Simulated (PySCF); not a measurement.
**CH₈Ge₂: a tour of settings**

Which settings matter for CH₈Ge₂ (`[GeH3][CH2][GeH3]`), and how do bad ones show?

Computed with PySCF 2.14.0, with density-fitted response routines of our own, on a single molecule in the gas phase. Atoms are numbered from 0 throughout.

## 1. The molecule as given

11 atoms, charge 0, multiplicity 1; geometry from: GFN2-xTB.

Bonds of the start (Å): Ge0–C1 1.96, C1–Ge2 1.96, Ge0–H3 1.50, Ge0–H4 1.49, Ge0–H5 1.49, C1–H6 1.09, C1–H7 1.09, Ge2–H8 1.49, Ge2–H9 1.49, Ge2–H10 1.50.

## 2. Shielding tensors: PBE0/pcSseg-1

Job settings and geometry (Å):

```
{"job": {"kind": "nmr", "xc": "PBE0", "basis": "pcSseg-1"}, "charge": 0, "multiplicity": 1}
Ge     1.520610     0.644451     0.006528
C      0.200482    -0.801394    -0.149190
Ge    -1.641857    -0.158601     0.077544
H      2.912706     0.116627    -0.173497
H      1.300769     1.699724    -1.027623
H      1.456676     1.304279     1.345372
H      0.411378    -1.563606     0.601563
H      0.300995    -1.278512    -1.124691
H     -1.996194     0.862226    -0.953933
H     -1.841523     0.466748     1.419672
H     -2.618617    -1.289272    -0.047709
```

With the program's defaults for keys left out, this is: GIAO PBE0/pcSseg-1 NMR shielding, non-relativistic, gas phase.

Command:

```console
$ OMP_NUM_THREADS=1 python probes_run.py task.json out
```

One launch serves the whole session: the jobs run in the order shown.

Standard output:

```text
coarse grid: 39792 points
cycle   1  E = -4195.7928450912  dE = -1.359e+00  |g| = 1.189e+00  |ddm| = 3.059e+00
cycle   2  E = -4195.7538370661  dE =  3.901e-02  |g| = 1.178e+00  |ddm| = 1.005e+00
cycle   3  E = -4195.8757733000  dE = -1.219e-01  |g| = 1.264e-01  |ddm| = 6.700e-01
cycle   4  E = -4195.8782435766  dE = -2.470e-03  |g| = 5.218e-02  |ddm| = 1.348e-01
cycle   5  E = -4195.8789486623  dE = -7.051e-04  |g| = 4.045e-03  |ddm| = 4.733e-02
cycle   6  E = -4195.8789521239  dE = -3.462e-06  |g| = 8.711e-04  |ddm| = 5.295e-03
final grid: 80264 points
cycle   7  E = -4195.8789535989  dE = -1.109e-07  |g| = 8.530e-04  |ddm| = 2.373e-03
cycle   8  E = -4195.8789536024  dE = -3.562e-09  |g| = 1.033e-03  |ddm| = 1.738e-03
cycle   9  E = -4195.8789537716  dE = -1.692e-07  |g| = 1.092e-04  |ddm| = 7.702e-04
cycle  10  E = -4195.8789537746  dE = -2.969e-09  |g| = 1.717e-05  |ddm| = 1.129e-04
cycle  11  E = -4195.8789537747  dE = -8.731e-11  |g| = 2.519e-06  |ddm| = 1.689e-05
converged SCF energy = -4195.8789537747

GIAO shielding tensors (ppm)
atom      isotropic    diamagn.    paramagn.     s11        s22        s33       span
  0 Ge    1556.042    2755.515   -1199.472   1484.311   1492.264   1691.551    207.240
  1 C      202.582     254.137     -51.555    197.775    200.265    209.705     11.930
  2 Ge    1556.029    2755.513   -1199.483   1484.652   1492.341   1691.096    206.445
  3 H       27.886      28.814      -0.928     20.853     22.344     40.462     19.609
  4 H       28.230      29.431      -1.202     21.287     23.701     39.702     18.416
  5 H       28.226      29.425      -1.199     21.289     23.692     39.698     18.409
  6 H       31.670      31.096       0.574     25.028     29.116     40.867     15.840
  7 H       31.665      31.081       0.584     25.017     29.105     40.873     15.856
  8 H       28.227      29.426      -1.199     21.286     23.697     39.698     18.411
  9 H       28.224      29.422      -1.198     21.285     23.698     39.690     18.406
 10 H       27.887      28.815      -0.928     20.850     22.346     40.465     19.616
```

Run time: 21 s. Hardware: 1 thread of Arm Neoverse N1, shared host; peak memory 0.79 GiB.

Shifts follow as δ = σ(reference) − σ, with reference shieldings (ppm) from runs at the same level and on the same kind of geometry: 1H TMS 31.72, 13C TMS 186.9, 73Ge GeMe4 1331. The references are single molecules in the gas phase. Atoms listed in one row are averaged.

```csv
atoms,environment,σ (ppm),δ (ppm)
C1,sp3 CH2 bonded to 2 Ge,202.6,-15.7
"H3, H4, H5, H8, H9, H10",hydrogen on a germanium bonded to C,28.11,3.60
"H6, H7",hydrogen on an sp3 CH2 bonded to 2 Ge,31.67,0.05
"Ge0, Ge2","germanium bonded to C, 3 H",1556,-225
```

The run also stored atomic charges by several schemes (e):

```csv
atoms,Mulliken,IAO,Hirshfeld,ESP fit
"Ge0, Ge2",0.25,0.49,0.30,0.34
C1,-0.77,-0.75,-0.23,-0.41
```

Mayer bond orders: Ge0–C1 0.93, C1–Ge2 0.93.

## 3. Ultraviolet spectrum: PBE0/def2-SVPD

Same as in step 2 but for these lines:

```diff
@@ -1,2 +1,2 @@
-{"job": {"kind": "nmr", "xc": "PBE0", "basis": "pcSseg-1"}, "charge": 0, "multiplicity": 1}
+{"job": {"kind": "uv", "xc": "PBE0", "basis": "def2-SVPD", "nstates": 6, "ntriplets": 2}, "charge": 0, "multiplicity": 1}
 Ge     1.520610     0.644451     0.006528
```

With the program's defaults for keys left out, this is: TDDFT PBE0/def2-SVPD, vertical, gas phase, core orbitals frozen in the response.

Standard output:

```text
coarse grid: 39792 points
cycle   1  E = -4195.7355518152  dE = -1.232e+00  |g| = 5.488e-01  |ddm| = 3.494e+00
cycle   2  E = -4195.7157703224  dE =  1.978e-02  |g| = 6.290e-01  |ddm| = 8.782e-01
cycle   3  E = -4195.7732604731  dE = -5.749e-02  |g| = 5.133e-02  |ddm| = 5.994e-01
cycle   4  E = -4195.7740017956  dE = -7.413e-04  |g| = 1.724e-02  |ddm| = 8.708e-02
cycle   5  E = -4195.7740668272  dE = -6.503e-05  |g| = 1.986e-03  |ddm| = 1.930e-02
cycle   6  E = -4195.7740682024  dE = -1.375e-06  |g| = 3.252e-04  |ddm| = 4.439e-03
final grid: 80264 points
cycle   7  E = -4195.7740621653  dE = -9.182e-08  |g| = 2.416e-04  |ddm| = 4.733e-03
cycle   8  E = -4195.7740621731  dE = -7.827e-09  |g| = 2.071e-04  |ddm| = 7.809e-04
cycle   9  E = -4195.7740621873  dE = -1.421e-08  |g| = 3.583e-05  |ddm| = 3.248e-04
cycle  10  E = -4195.7740621875  dE = -1.746e-10  |g| = 4.607e-06  |ddm| = 3.554e-05
converged SCF energy = -4195.7740621875

Static polarisability (au): isotropic 74.832, principal 65.500 69.011 89.986

Singlet excitations
state   eV       nm        f      main configurations
  1   7.4977    165.4   0.02172   H->L 0.97
  2   8.0112    154.8   0.34861   H->L+1 0.88
  3   8.0684    153.7   0.00007   H-1->L 0.94
  4   8.2428    150.4   0.00266   H->L+2 0.92
  5   8.2479    150.3   0.05413   H->L+3 0.90
  6   8.4082    147.5   0.02639   H-2->L 0.92

Triplet excitations (Tamm-Dancoff, eV): 7.1000 7.4660
```

Run time: 26 s. Hardware: 1 thread of Arm Neoverse N1, shared host; peak memory 0.66 GiB.

The orbitals next to the gap, with their largest atomic shares:

```csv
orbital,eV,atoms
HOMO−3,-9.45,"Ge2 22 %, Ge0 21 %, H8 13 %"
HOMO−2,-9.38,"Ge0 20 %, Ge2 18 %, H5 12 %"
HOMO−1,-9.05,"C1 23 %, Ge0 17 %, Ge2 17 %"
HOMO,-8.46,"C1 32 %, Ge0 19 %, Ge2 19 %"
LUMO,0.20,"Ge2 25 %, Ge0 25 %, C1 12 %"
LUMO+1,0.56,"Ge2 22 %, Ge0 22 %, C1 10 %"
LUMO+2,0.77,"Ge0 27 %, Ge2 26 %, C1 7 %"
```

With each of the 6 states as a Gaussian band of 0.4 eV half-width at 1/e, the curve within the window shown has maxima at 154 nm (ε 16,000) L/(mol cm). Beyond the last state computed it falls off for lack of states. The curve at chosen wavelengths:

```
 nm  ε (L/mol/cm)
142          1898
143          2719
145          5033
146          6516
148          9910
149         11649
151         14641
152         15666
154         16387
155         16043
157         14160
158         12799
160          9757
161          8261
163          5634
164          4562
166          2916
167          2313
169          1446
170          1142
172           708
173           555
175           336
176           258
178           148
179           110
```

Ground-state properties from the same run:

```csv
property,computed
dipole moment (D),0.67
polarisability (Å³),11.09
HOMO–LUMO gap (eV),8.66
−ε(HOMO) (eV),8.46
```

## 4. Excited states and response: wB97X-D/pcX-1

Same as in step 3 but for these lines:

```diff
@@ -1,2 +1,2 @@
-{"job": {"kind": "uv", "xc": "PBE0", "basis": "def2-SVPD", "nstates": 6, "ntriplets": 2}, "charge": 0, "multiplicity": 1}
+{"job": {"kind": "uv", "xc": "wB97X-D", "basis": "pcX-1", "nstates": 12, "ntriplets": 2, "tda": true, "scf": {"max_cycle": 2}}, "charge": 0, "multiplicity": 1}
 Ge     1.520610     0.644451     0.006528
```

With the program's defaults for keys left out, this is: wB97X-D/pcX-1.

Standard output:

```text
KeyError: 'Element ge (Z=32) not found in basis pcX-1 version 1'
```

Wall time 0.01 s (1 thread of Arm Neoverse N1, shared host).

Why it failed: The basis pcX-1 has no functions for an element of the molecule, so the input was refused before any integral. The remedy is to choose a basis that covers all elements.

## 5. Nuclear shieldings: OLYP/def2-TZVP

Same as in step 4 but for these lines:

```diff
@@ -1,2 +1,2 @@
-{"job": {"kind": "uv", "xc": "wB97X-D", "basis": "pcX-1", "nstates": 12, "ntriplets": 2, "tda": true, "scf": {"max_cycle": 2}}, "charge": 0, "multiplicity": 1}
+{"job": {"kind": "nmr", "xc": "OLYP", "basis": "def2-TZVP", "pop": true, "scf": {"level_shift": 0.1, "guess": "huckel"}}, "charge": 0, "multiplicity": 1}
 Ge     1.520610     0.644451     0.006528
```

Method: GIAO OLYP/def2-TZVP NMR shielding, non-relativistic, gas phase.

Standard output:

```text
final grid: 80264 points
cycle   1  E = -4197.3129418406  dE = -3.407e-01  |g| = 1.745e+00  |ddm| = 2.911e+00
cycle   2  E = -4196.3932742740  dE =  9.197e-01  |g| = 2.315e+00  |ddm| = 6.793e+00
cycle   3  E = -4198.0373163164  dE = -1.644e+00  |g| = 2.544e-01  |ddm| = 5.815e+00
cycle   4  E = -4198.0592347081  dE = -2.192e-02  |g| = 6.557e-02  |ddm| = 6.660e-01
cycle   5  E = -4198.0597132747  dE = -4.786e-04  |g| = 2.367e-02  |ddm| = 1.167e-01
cycle   6  E = -4198.0597983369  dE = -8.506e-05  |g| = 7.347e-03  |ddm| = 2.910e-02
cycle   7  E = -4198.0598087493  dE = -1.041e-05  |g| = 1.556e-03  |ddm| = 7.250e-03
cycle   8  E = -4198.0598094845  dE = -7.353e-07  |g| = 1.834e-04  |ddm| = 1.718e-03
cycle   9  E = -4198.0598094979  dE = -1.330e-08  |g| = 2.389e-05  |ddm| = 3.816e-04
cycle  10  E = -4198.0598094981  dE = -2.128e-10  |g| = 6.482e-06  |ddm| = 6.725e-05
level shift removed, Fock matrix diagonalised once more
converged SCF energy = -4198.0598094981

GIAO shielding tensors (ppm)
atom      isotropic    diamagn.    paramagn.     s11        s22        s33       span
  0 Ge    1539.508    2758.511   -1219.002   1467.850   1478.200   1672.475    204.625
  1 C      198.142     242.677     -44.535    195.561    195.649    203.216      7.655
  2 Ge    1539.507    2758.504   -1218.997   1468.187   1478.275   1672.060    203.873
  3 H       27.963      29.021      -1.058     21.107     22.594     40.188     19.082
  4 H       28.344      29.739      -1.395     21.644     23.882     39.506     17.862
  5 H       28.341      29.736      -1.395     21.646     23.874     39.502     17.856
  6 H       31.906      29.000       2.906     25.835     29.818     40.065     14.230
  7 H       31.902      28.988       2.914     25.827     29.808     40.071     14.244
  8 H       28.341      29.735      -1.394     21.644     23.878     39.501     17.858
  9 H       28.339      29.733      -1.394     21.643     23.880     39.494     17.852
 10 H       27.963      29.021      -1.058     21.103     22.595     40.192     19.089
```

Run time: 39 s. Hardware: 1 thread of Arm Neoverse N1, shared host; peak memory 0.77 GiB.

Key values: σ C1 198.1, Ge0 1540, H3 28.22, H6 31.90 ppm (means over like atoms).

## 6. J couplings: wB97X-D/def2-TZVP

Same as in step 5 but for these lines:

```diff
@@ -1,2 +1,2 @@
-{"job": {"kind": "nmr", "xc": "OLYP", "basis": "def2-TZVP", "pop": true, "scf": {"level_shift": 0.1, "guess": "huckel"}}, "charge": 0, "multiplicity": 1}
+{"job": {"kind": "j", "xc": "wB97X-D", "basis": "def2-TZVP", "scf": {"conv": 1e-07}}, "charge": 0, "multiplicity": 1}
 Ge     1.520610     0.644451     0.006528
```

With the program's defaults for keys left out, this is: wB97X-D/def2-TZVP indirect spin-spin coupling, non-relativistic, gas phase.

Standard output:

```text
final grid: 80264 points
cycle   1  E = -4196.9832953365  dE = -1.221e+00  |g| = 8.464e-01  |ddm| = 2.385e+00
cycle   2  E = -4196.9834090099  dE = -1.137e-04  |g| = 8.922e-01  |ddm| = 6.917e-01
cycle   3  E = -4197.0405807612  dE = -5.717e-02  |g| = 1.450e-02  |ddm| = 3.580e-01
cycle   4  E = -4197.0406873174  dE = -1.066e-04  |g| = 4.848e-03  |ddm| = 3.793e-02
cycle   5  E = -4197.0406932657  dE = -5.948e-06  |g| = 1.260e-03  |ddm| = 6.844e-03
cycle   6  E = -4197.0406936131  dE = -3.474e-07  |g| = 6.028e-04  |ddm| = 1.759e-03
cycle   7  E = -4197.0406937134  dE = -1.004e-07  |g| = 7.220e-05  |ddm| = 6.323e-04
cycle   8  E = -4197.0406937161  dE = -2.632e-09  |g| = 2.033e-05  |ddm| = 2.177e-04
converged SCF energy = -4197.0406937161

Indirect spin-spin couplings (Hz)
  i      j    bonds     total        FC       PSO       DSO        SD
  1 C    3 H    2      4.522     4.912     0.133    -0.523         -
  1 C    4 H    2      6.306     6.705     0.132    -0.531         -
  1 C    5 H    2      6.354     6.755     0.133    -0.534         -
  1 C    6 H    1    115.386   112.168     1.694     1.524         -
  1 C    7 H    1    115.593   112.381     1.690     1.522         -
  1 C    8 H    2      6.258     6.658     0.132    -0.531         -
  1 C    9 H    2      6.310     6.708     0.132    -0.530         -
  1 C   10 H    2      4.524     4.912     0.132    -0.521         -
  3 H    4 H    2      3.451     6.649     1.197    -4.394         -
  3 H    5 H    2      3.454     6.656     1.198    -4.400         -
  3 H    6 H    3      0.466     0.762     0.314    -0.610         -
  3 H    7 H    3      0.496     0.785     0.311    -0.600         -
  3 H    8 H    4     -1.761    -0.076     0.720    -2.404         -
  3 H    9 H    4     -1.764    -0.078     0.720    -2.406         -
  3 H   10 H    4      3.432     4.961     0.744    -2.274         -
  4 H    5 H    2      3.208     6.360     1.177    -4.329         -
  4 H    6 H    3      6.283     8.793     1.514    -4.024         -
  4 H    7 H    3     -0.140     0.236     0.360    -0.736         -
  4 H    8 H    4      1.355     0.142    -0.466     1.679         -
  4 H    9 H    4     -0.690    -0.035     0.317    -0.972         -
  4 H   10 H    4     -1.761    -0.076     0.720    -2.406         -
  5 H    6 H    3     -0.131     0.242     0.357    -0.730         -
  5 H    7 H    3      6.296     8.805     1.514    -4.023         -
  5 H    8 H    4     -0.692    -0.034     0.318    -0.976         -
  5 H    9 H    4      1.354     0.143    -0.465     1.676         -
  5 H   10 H    4     -1.766    -0.081     0.720    -2.405         -
  6 H    7 H    2    -10.494   -12.255     2.370    -0.609         -
  6 H    8 H    3      6.288     8.795     1.514    -4.021         -
  6 H    9 H    3     -0.126     0.243     0.356    -0.725         -
  6 H   10 H    3      0.461     0.753     0.314    -0.606         -
  7 H    8 H    3     -0.152     0.223     0.361    -0.736         -
  7 H    9 H    3      6.349     8.850     1.513    -4.014         -
  7 H   10 H    3      0.448     0.738     0.313    -0.604         -
  8 H    9 H    2      3.273     6.428     1.178    -4.333         -
  8 H   10 H    2      3.571     6.778     1.200    -4.406         -
  9 H   10 H    2      3.544     6.754     1.200    -4.411         -
```

It took 41 s on 1 thread of Arm Neoverse N1, shared host; peak memory 0.82 GiB.

The basis is not made for couplings: without tight functions at the nuclei these values are rough.

Couplings of 1 Hz or more over one to four bonds, nine at most for each number, with means over like pairs (isotopes 13C, 1H):

```csv
pair,bonds,J (Hz),Fermi contact (Hz)
C1–H6,1,115.5,112.3
H6–H7,2,-10.5,-12.3
C1–H3,2,5.7,6.1
H3–H4,2,3.4,6.6
H3–H6,3,2.2,3.3
```

Means hide unlike values in this fixed geometry: H3–H6 from -0.1 to 6.3 Hz. They hold only if the pairs exchange fast.

The spin-dipole term was not solved, so all couplings lack that part.

The response was solved for the nuclei of C, H alone, so couplings that need other nuclei can be missing.

Quadrupole couplings from the field gradients of the same density:

```csv
atom,isotope,eQq/h (MHz),η
Ge2,73Ge,-14.1,0.06
Ge0,73Ge,-13.9,0.07
```

Shifts (PBE0/pcSseg-1, unscaled) and these couplings together give the proton spectrum at 400 MHz below.

1H NMR δ 3.60 (t, J = 2.2 Hz, 6H), 0.05 (sept, J = 2.2 Hz, 2H). The letters are first-order; like nuclei with unlike couplings give more lines.

## 7. Comparing the runs: NMR shifts

Shifts (ppm), means over like atoms, with basis size and wall time:

```csv
run,C1,H3,H6,functions,time
PBE0/pcSseg-1,-15.7,3.60,0.05,139,21 s
OLYP/def2-TZVP,-11.5,3.81,0.12,175,39 s
```

## 8. Outcome

| quantity | value |
| --- | --- |
| 13C shifts against TMS (PBE0/pcSseg-1) | -15.7 ppm |
| 1H shifts against TMS (PBE0/pcSseg-1, means over atoms taken as alike) | 3.60, 0.05 ppm |
| 73Ge shifts against GeMe4 (PBE0/pcSseg-1, means over atoms taken as alike) | -225 ppm |
| lowest singlet (PBE0/def2-SVPD) | 7.50 eV (165 nm), f = 0.022 |
| brightest single state of those computed | state 2, 8.01 eV, f = 0.349 |
| lowest triplet | 7.10 eV |
| largest coupling of the table (wB97X-D/def2-TZVP) | 1J(C,H) C1–H6, 115.5 Hz (mean over like pairs) |
| range of the shift of C1 | -15.7 to -11.5 ppm |
| property runs in this session | 5, of which 1 failed and 0 gave unsound results |

Single values in the summary come from the first sound run of each kind (PBE0/pcSseg-1; PBE0/def2-SVPD; wB97X-D/def2-TZVP), which need not be the best level. At PBE0/pcSseg-1: The largest span, 207 ppm, is at Ge0, Ge2, where the paramagnetic term is -1199 ppm. The lowest singlet, at 7.50 eV, is HOMO→LUMO 0.97 and is weak; of the 6 states computed, the strongest absorption comes from state 2 at 8.01 eV. The lowest triplet lies 0.40 eV below the lowest singlet (triplets in Tamm-Dancoff, singlets in full TDDFT). Of the pairs tabulated at wB97X-D/def2-TZVP, C1–H6 (mean over like pairs) couples most strongly (115.5 Hz; Fermi contact 112.3 Hz). Among the atoms with a shift in every run: Across the 2 runs the shift of C1 moves most, between -15.7 (PBE0/pcSseg-1) and -11.5 ppm (OLYP/def2-TZVP). Spin-orbit coupling is left out, which matters for shieldings and couplings at and beside the heavy atoms. Couplings from bases without tight functions are rough.
